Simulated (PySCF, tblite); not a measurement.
# C5H4BBr2F: geometry, infrared bands and NMR shifts

Aim: predict the infrared bands and NMR shifts of C5H4BBr2F (`C#C[C@@]1(B(Br)Br)C[C@@H]1F`).

Computed with tblite 0.8.0 and PySCF 2.14.0, with density-fitted response routines of our own, on a single molecule in the gas phase. Atoms count from 0, in the outputs and in this text.

### Step 1. The molecule as given

13 atoms, charge 0, multiplicity 1; geometry from: force field or distance geometry start.

Bonds of the start (Å): C0–C1 1.23, C1–C2 1.45, C2–B3 1.60, B3–Br4 1.99, B3–Br5 2.02, C2–C6 1.50, C6–C7 1.52, C7–F8 1.37, C7–C2 1.51, C0–H9 1.07, C6–H10 1.11, C6–H11 1.10, C7–H12 1.11.

### Step 2. Optimising the geometry with GFN2-xTB

What the job is given:

```
{"job": {"kind": "relax", "xc": "GFN2-xTB", "basis": "xTB"}, "charge": 0, "multiplicity": 1}
C      2.444900     1.006400     0.381700
C      1.307900     0.611700     0.144600
C     -0.032400     0.117800    -0.114000
B     -1.230300     1.169500     0.039800
Br    -0.796700     3.088900    -0.246000
Br    -3.063000     0.498200    -0.467800
C     -0.253600    -0.873600    -1.217600
C     -0.297200    -1.328200     0.228100
F     -1.485200    -1.685100     0.805400
H      3.423700     1.380500     0.586900
H     -1.225300    -0.897500    -1.760300
H      0.617500    -1.247900    -1.777700
H      0.585400    -1.840100     0.656800
```

On the command line:

```
> OMP_NUM_THREADS=1 python probes_run.py task.json out
```

One launch serves the whole session: the jobs run in the order shown.

**Question.** This job is followed by: GFN2-xTB harmonic vibrations, gas phase; GIAO PBE0/pcSseg-1 NMR shielding, non-relativistic, gas phase. Predict these results of the whole session: strongest single infrared mode (GFN2-xTB); zero-point energy (GFN2-xTB); 13C shifts against TMS (PBE0/pcSseg-1); 1H shifts against TMS (PBE0/pcSseg-1); 11B shifts against BF3·OEt2 (PBE0/pcSseg-1); 79Br shifts against HBr (PBE0/pcSseg-1, means over atoms taken as alike); 19F shifts against CFCl3 (PBE0/pcSseg-1); surface potential, 1st and 99th percentile.

The runs gave:

```
                                                                quantity                             value
                               strongest single infrared mode (GFN2-xTB)              929 cm⁻¹, 121 km/mol
                                            zero-point energy (GFN2-xTB)                     47.7 kcal/mol
                                  13C shifts against TMS (PBE0/pcSseg-1)  90.2, 88.4, 75.3, 32.1, 27.2 ppm
                                   1H shifts against TMS (PBE0/pcSseg-1)        5.05, 2.62, 1.61, 1.53 ppm
                             11B shifts against BF3·OEt2 (PBE0/pcSseg-1)                          72.0 ppm
79Br shifts against HBr (PBE0/pcSseg-1, means over atoms taken as alike)                           623 ppm
                                19F shifts against CFCl3 (PBE0/pcSseg-1)                        -216.9 ppm
                                   surface potential, 1st and 99th percentile                -0.76 V and 1.42 V
```

What this shows: The optimisation took 72 steps and gained 0.689 eV; among the close pairs (by a distance rule), B3–Br5 changed most, from 2.017 to 1.879 Å. All 33 modes are real, so the xTB geometry is a minimum. The strongest single mode, at 929 cm⁻¹, has its largest shares on H11, B3, C6 and H10 (the list is cut at 4 atoms). Unscaled tight-binding wavenumbers are off by several per cent, some by more. Its intensities can rank the bands wrongly. H12 (hydrogen on a three-membered-ring carbon bearing a halogen) lies farthest downfield among hydrogen, at 5.05 ppm; its carbon carries F, hence the downfield position. At PBE0/pcSseg-1: Shielding is most anisotropic at Br4, Br5 (span 1160 ppm, paramagnetic term -1124 ppm). By nearest atom (PBE0/pcSseg-1), the HOMO sits on C0 36 %; C1 24 % and the LUMO on B3 56 %; Br4, Br5 about 13 % each. Spin-orbit coupling is left out, which matters for shieldings and couplings at and beside the heavy atoms.
